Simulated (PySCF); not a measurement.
# Cl²⁺ (quartet): changing the method

What do other methods print for Cl²⁺ (quartet)?

Computed with PySCF 2.14.0. Level: each script names its method and basis.

## Step 1: The atom

Cl²⁺ (quartet): 1 atom, charge 2, spin multiplicity 4.

## Step 2: Base script

Input file input.py:

```python
from pyscf import gto, scf, mp

mol = gto.M(
    atom='Cl 0 0 0',
    basis='jorge-dzp',
    charge=2,
    spin=3,
    symmetry=True,
    verbose=3,
)
mf = scf.UHF(mol)
mf.kernel()
mp.MP2(mf, frozen=5).kernel()
mf.dip_moment()
print('orbital energies (hartree):', [e[max(0, n-3):n+3].round(4) for e, n in zip(mf.mo_energy, mol.nelec)])
```

Command:

```bash
OMP_NUM_THREADS=1 python input.py
```

## Step 3: Population analysis

Edit 1 changes step after the SCF: mp2 → analyze.

Input file input.py:

```python
from pyscf import gto, scf

mol = gto.M(
    atom='Cl 0 0 0',
    basis='jorge-dzp',
    charge=2,
    spin=3,
    symmetry=True,
    verbose=3,
)
mf = scf.UHF(mol)
mf.kernel()
mf.analyze()
print('orbital energies (hartree):', [e[max(0, n-3):n+3].round(4) for e, n in zip(mf.mo_energy, mol.nelec)])
```

## Step 4: Stability test

Edit 2 changes step after the SCF: mp2 → stability; point-group symmetry: on → off.

Input file input.py:

```python
from pyscf import gto, scf

mol = gto.M(
    atom='Cl 0 0 0',
    basis='jorge-dzp',
    charge=2,
    spin=3,
    verbose=3,
)
mf = scf.UHF(mol)
mf.kernel()
mf.stability(internal=True, external=True)
mf.dip_moment()
print('orbital energies (hartree):', [e[max(0, n-3):n+3].round(4) for e, n in zip(mf.mo_energy, mol.nelec)])
```

## Step 5: EOM-IP

Edit 3 changes step after the SCF: mp2 → eomip; number of roots: none → 8.

input.py: that of step 2 with these lines changed.

```diff
@@ -1,2 +1,2 @@
-from pyscf import gto, scf, mp
+from pyscf import gto, scf, cc
 
@@ -12,3 +12,6 @@
 mf.kernel()
-mp.MP2(mf, frozen=5).kernel()
+mycc = cc.CCSD(mf, frozen=5)
+mycc.kernel()
+e = mycc.ipccsd(nroots=8)[0]
+print('roots (eV) =', (e*27.211386).round(3))
 mf.dip_moment()
```

## Step 6: Polarisability

Edit 4 changes step after the SCF: mp2 → polarizability.

input.py: that of step 2 with these lines changed.

```diff
@@ -1,2 +1,3 @@
-from pyscf import gto, scf, mp
+from pyscf import gto, scf
+from pyscf.prop.polarizability import uhf as pol
 
@@ -12,3 +13,4 @@
 mf.kernel()
-mp.MP2(mf, frozen=5).kernel()
+print('polarizability (a.u.)')
+print(pol.Polarizability(mf).polarizability().round(4))
 mf.dip_moment()
```

Before running it: what results should come out? Wanted: for each run, E(SCF); from base; gap, α spin; after the SCF.

As calculated:

```
                run  E(SCF) (hartree)  from base (eV)  gap, α spin (eV)                                                 after the SCF
               base       -458.214591               0             36.25                        MP2 correlation -2.027 eV, core frozen
population analysis       -458.214591          0.0000             36.25                                                           n/a
     stability test       -458.214591          0.0000             36.25                                                        stable
             EOM-IP       -458.214591          0.0000             36.25  CCSD correlation -2.537 eV, core frozen, first root 39.37 eV
     polarisability       -458.214591          0.0000             36.25                                              mean α 4.8 bohr³
```

**Reading.** Total energies from different bases, Hamiltonians or methods carry different errors, so properties are taken as differences within one set-up.
